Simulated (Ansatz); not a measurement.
**La3MnGaSe7: a series of runs**

A sequence of runs on La3MnGaSe7, in the order made. Open shells can settle in several states, so each run is read by itself.

Method: DFT, PAW plane waves, pbe, in Ansatz 0.2.0.

## Step 1: The structure to begin with

It takes space group P6_3 (No. 173, hexagonal). The conventional cell has a = 10.589 Å, b = 10.589 Å, c = 6.346 Å, α = 90.00°, β = 90.00°, γ = 120.00°. La (site symmetry 1) is surrounded by 7 Se at 2.99 to 3.19 Å. Mn (site symmetry 3) is surrounded by 6 Se at 2.70 to 2.79 Å. Around Ga (site symmetry 3) lie 4 Se at 2.37 to 2.41 Å. Around Se (site symmetry 1) lie 1 Ga at 2.41 Å and 3 La at 2.99 to 3.19 Å. Around Se (site symmetry 3) lie 1 Ga at 2.37 Å and 3 La at 3.02 Å. Se (site symmetry 1) has 2 Mn at 2.70 to 2.79 Å and 3 La at 3.04 to 3.16 Å in its first shell of neighbours.

As a file:

```cif
data_structure
_symmetry_space_group_name_H-M 'P 1'
_symmetry_Int_Tables_number 1
_cell_length_a 10.5894
_cell_length_b 10.5894
_cell_length_c 6.3458
_cell_angle_alpha 90.000
_cell_angle_beta 90.000
_cell_angle_gamma 120.000
_cell_volume 616.25
loop_
_atom_site_label
_atom_site_type_symbol
_atom_site_fract_x
_atom_site_fract_y
_atom_site_fract_z
_atom_site_occupancy
La1 La 0.85319 0.62457 0.42713 1
La2 La 0.22862 0.85319 0.92713 1
La3 La 0.37543 0.22862 0.42713 1
La4 La 0.14681 0.37543 0.92713 1
La5 La 0.77138 0.14681 0.42713 1
La6 La 0.62457 0.77138 0.92713 1
Mn1 Mn 0.00000 0.00000 0.70780 1
Mn2 Mn 0.00000 0.00000 0.20780 1
Ga1 Ga 0.66667 0.33333 0.84320 1
Ga2 Ga 0.33333 0.66667 0.34320 1
Se1 Se 0.90752 0.42619 0.69930 1
Se2 Se 0.48133 0.90752 0.19930 1
Se3 Se 0.57381 0.48133 0.69930 1
Se4 Se 0.09248 0.57381 0.19930 1
Se5 Se 0.51867 0.09248 0.69930 1
Se6 Se 0.42619 0.51867 0.19930 1
Se7 Se 0.66667 0.33333 0.21700 1
Se8 Se 0.33333 0.66667 0.71700 1
Se9 Se 0.75768 0.85379 0.46940 1
Se10 Se 0.90389 0.75768 0.96940 1
Se11 Se 0.14621 0.90389 0.46940 1
Se12 Se 0.24232 0.14621 0.96940 1
Se13 Se 0.09611 0.24232 0.46940 1
Se14 Se 0.85379 0.09611 0.96940 1
```

## Step 2: A run

Contents of input.yaml:

```yaml
crystal:
  lattice:
    - [10.5894, 0.0, 0.0]
    - [-5.2947, 9.17068941, 0.0]
    - [0.0, 0.0, 6.3458]
  atoms:
    - { symbol: La, position: [0.85319, 0.62457, 0.42713] }
    - { symbol: La, position: [0.22862, 0.85319, 0.92713] }
    - { symbol: La, position: [0.37543, 0.22862, 0.42713] }
    - { symbol: La, position: [0.14681, 0.37543, 0.92713] }
    - { symbol: La, position: [0.77138, 0.14681, 0.42713] }
    - { symbol: La, position: [0.62457, 0.77138, 0.92713] }
    - { symbol: Mn, position: [0.0, 0.0, 0.7078], spin: 4.5 }
    - { symbol: Mn, position: [0.0, 0.0, 0.2078], spin: 4.5 }
    - { symbol: Ga, position: [0.66666667, 0.33333333, 0.8432] }
    - { symbol: Ga, position: [0.33333333, 0.66666667, 0.3432] }
    - { symbol: Se, position: [0.90752, 0.42619, 0.6993] }
    - { symbol: Se, position: [0.48133, 0.90752, 0.1993] }
    - { symbol: Se, position: [0.57381, 0.48133, 0.6993] }
    - { symbol: Se, position: [0.09248, 0.57381, 0.1993] }
    - { symbol: Se, position: [0.51867, 0.09248, 0.6993] }
    - { symbol: Se, position: [0.42619, 0.51867, 0.1993] }
    - { symbol: Se, position: [0.66666667, 0.33333333, 0.217] }
    - { symbol: Se, position: [0.33333333, 0.66666667, 0.717] }
    - { symbol: Se, position: [0.75768, 0.85379, 0.4694] }
    - { symbol: Se, position: [0.90389, 0.75768, 0.9694] }
    - { symbol: Se, position: [0.14621, 0.90389, 0.4694] }
    - { symbol: Se, position: [0.24232, 0.14621, 0.9694] }
    - { symbol: Se, position: [0.09611, 0.24232, 0.4694] }
    - { symbol: Se, position: [0.85379, 0.09611, 0.9694] }
  symmetry: { tolerance: 0.0003 }
hamiltonian:
  xc: pbe
  pseudopotentials: { kind: paw, azcp: { folder: soft_1 } }
basis:
  ecutwfc: 420
magnetization:
  spin_polarized: true
scf:
  occupations: { method: fermi_dirac, width: 0.05 }
kpoints:
  mp_grid: { grid: [3, 3, 5], shift: [0, 0, 0] }
output:
  forces: true
  stress: true
  eigenvalues: true
```

Command:

```console
ansatz run input.yaml --threads 6 --pin off --max-ram 14336MiB --backend cpu --events-out ev --progress --plain --runs-dir out
```

The program printed (excerpt; [...] marks lines left out):

```text
Warning: RAYON_NUM_THREADS=6 ignored (pool sized by the plan → 6); use --threads N
[...]
Pseudopotentials: kind: paw
Pseudopotential: La, paw, valence charge 11, recommended cutoff 420 eV (normal), <dir>
Pseudopotential: Mn, paw, valence charge 15, recommended cutoff 420 eV (normal), <dir>
Pseudopotential: Ga, paw, valence charge 13, recommended cutoff 420 eV (normal), <dir>
Pseudopotential: Se, paw, valence charge 16, recommended cutoff 420 eV (normal), <dir>
Functional definition: PBE
[...]
Crystal: 24 atoms, lattice volume = 616.254 Å³
Basis set: ecut = 420 eV, 12051 PW (Γ), exchange–correlation on 144×144×90 points (8 copies of the dense FFT grid, shifted against one another)
Bands: 213, of which v1, the nominal top of the filled ones, is band 173 counted from 1 (172 counted from 0)
Symmetry: 6 space group operations
Space group: P63 (ITA 173), of the structure as read, at distance tolerance 2.6e-3 Å
Magnetic group: BNS 173.129 (UNI 1359), of the structure as read, at distance tolerance 2.6e-3 Å
k-points: 9 of 45 (time reversal used)
[...]
Starting moments: Σ|m| = 9 μB on 2 of 24 sites
[...]
SCF iter   1: F=—  HF=-129484.364909 eV  |F-HF|=—  |Δ(HF+E_count)|=         —  Δρ=7.31e-2 (↑5.72e-2 ↓7.31e-2)  dr2=2.45e2  dr2_m=7.57e-1  M=7.223 μB ∫|m|=8.067 μB  β_m=0.30  ethr=3.10e-3  ⟨swp⟩=5.1  Hψ=11875  notcnv=0
[...]
spin=Collinear: Kerker preconditioning applied to the charge; magnetization (m = ρ↑ − ρ↓) channel mixes plain (no charge-response kernel on spin).
[...]
SCF iter  17: F=-129468.421150 eV  HF=-129468.421150 eV  |F-HF|=6.48e-9  |Δ(HF+E_count)|=   2.31e-9  Δρ=7.85e-7 (↑6.26e-7 ↓7.85e-7)  dr2=2.79e-8  dr2_m=3.68e-10  M=9.998 μB ∫|m|=10.043 μB  ethr=2.89e-11  ⟨swp⟩=11.9  Hψ=22247  notcnv=0
[...]
WARN: an SCF from antiferromagnetic starting moments (0.00, 0.00, 0.00, 0.00, 0.00, 0.00, -4.50, 4.50, 0.00, 0.00, 0.00, 0.00, 0.00, 0.00, 0.00, 0.00, 0.00, 0.00, 0.00, 0.00, 0.00, 0.00, 0.00, 0.00 Bohr magnetons, atom by atom) was not made, by what the run has read of turns of its [...]
SCF converged after 17 iterations
Magnetization: 9.9980 μB (177.9990 up, 168.0010 down)
Absolute magnetization: 10.0324 μB (∫|ρ↑−ρ↓|, with the PAW one-centre terms)
Spin contamination: 0.0277 ħ² per cell (⟨S²⟩ above its minimum at these occupations)
[...]
Free energy (F): -129468.421150 eV
[...]
E sigma→0 (E₀):  -129468.420789 eV
Entropy (-TS):   -0.000722 eV (-0.030 meV/atom)
Fermi energy:    9.776140 eV
[...]
--- Forces (eV/Å), atoms counted from 1 ---
  atom   1  La    -0.01669320     0.10295531     0.04348473
  atom   2  La    -0.09750851     0.03702091     0.04348473
  atom   3  La    -0.08081531    -0.06593439     0.04348473
  atom   4  La     0.01669320    -0.10295531     0.04348473
  atom   5  La     0.09750851    -0.03702091     0.04348473
  atom   6  La     0.08081531     0.06593439     0.04348473
  atom   7  Mn     0.00000000     0.00000000    -0.04547922
  atom   8  Mn    -0.00000000    -0.00000000    -0.04547922
[...]
--- Stress (GPa, compression-positive) ---
        1.138600       0.000000       0.000000
       -0.000000       1.138600      -0.000000
        0.000000      -0.000000       1.249922
  P = ⅓ Tr σ = 1.1757 GPa (11.757 kbar)
--- Band table (eV; the first three rows and the last of 18) ---
[...]
```

Caution: the run may have ended on a state that is not the lowest.

Run time: 2.2 min. Hardware: 6 threads of Intel Xeon Platinum 8259CL at 2.50GHz (Skylake/Cascade Lake), shared host; peak memory 4.5 GiB.

## Step 3: A run

input.yaml, as its differences from that of step 2:

```diff
@@ -13,3 +13,3 @@
     - { symbol: Mn, position: [0.0, 0.0, 0.7078], spin: 4.5 }
-    - { symbol: Mn, position: [0.0, 0.0, 0.2078], spin: 4.5 }
+    - { symbol: Mn, position: [0.0, 0.0, 0.2078], spin: -4.5 }
     - { symbol: Ga, position: [0.66666667, 0.33333333, 0.8432] }
```

Command:

```console
ansatz run input.yaml --threads 6 --pin off --max-ram 14336MiB --backend cpu --events-out ev --progress --plain --runs-dir out
```

The program printed (excerpt; [...] marks lines left out):

```text
Warning: RAYON_NUM_THREADS=6 ignored (pool sized by the plan → 6); use --threads N
[...]
[... 6 set-up lines as earlier in the session ...]
[...]
Crystal: 24 atoms, lattice volume = 616.254 Å³
Basis set: ecut = 420 eV, 12051 PW (Γ), exchange–correlation on 144×144×90 points (8 copies of the dense FFT grid, shifted against one another)
Bands: 213, of which v1, the nominal top of the filled ones, is band 173 counted from 1 (172 counted from 0)
Symmetry: 3 space group operations
Space group: P3 (ITA 143), of the structure as read, at distance tolerance 2.6e-3 Å
[...]
Spin contamination: 4.8641 ħ² per cell (⟨S²⟩ above its minimum at these occupations)
[...]
Free energy (F): -129468.658574 eV
[...]
E sigma→0 (E₀):  -129468.658573 eV
Entropy (-TS):   -0.000003 eV (-0.000 meV/atom)
Fermi energy:    9.855903 eV
[...]
--- Forces (eV/Å), atoms counted from 1 ---
  atom   1  La    -0.01976208     0.12600633     0.05655653
  atom   2  La    -0.11901611     0.04589082     0.05652685
  atom   3  La    -0.09924364    -0.08011763     0.05655653
  atom   4  La     0.01976544    -0.12601638     0.05652685
  atom   5  La     0.11900573    -0.04588870     0.05655653
  atom   6  La     0.09925067     0.08012556     0.05652685
  atom   7  Mn    -0.00000000     0.00000000    -0.01132375
  atom   8  Mn     0.00000000    -0.00000000    -0.01132652
[...]
--- Stress (GPa, compression-positive) ---
        0.926474      -0.000000      -0.000000
        0.000000       0.926474       0.000000
       -0.000000      -0.000000       0.912523
  P = ⅓ Tr σ = 0.9218 GPa (9.218 kbar)
--- Band table (eV; the first three rows and the last of 26) ---
[...]
```

Wall time 2.5 min (6 threads of Intel Xeon Platinum 8259CL at 2.50GHz (Skylake/Cascade Lake), shared host); peak memory 5 GiB.

## Step 4: Results

| step | level | volume (Å³/atom) | pressure (GPa) | largest spin moment (μB) | time |
| --- | --- | --- | --- | --- | --- |
| 2 | DFT, PAW plane waves, pbe | 25.677 | 1.2 | 4.22 | 2.2 min |
| 3 | DFT, PAW plane waves, pbe | 25.677 | 0.9 | 4.15 | 2.5 min |

Each row holds for the state that its run reached, which need not be the ground state, so the rows aren't joined into a trend here.
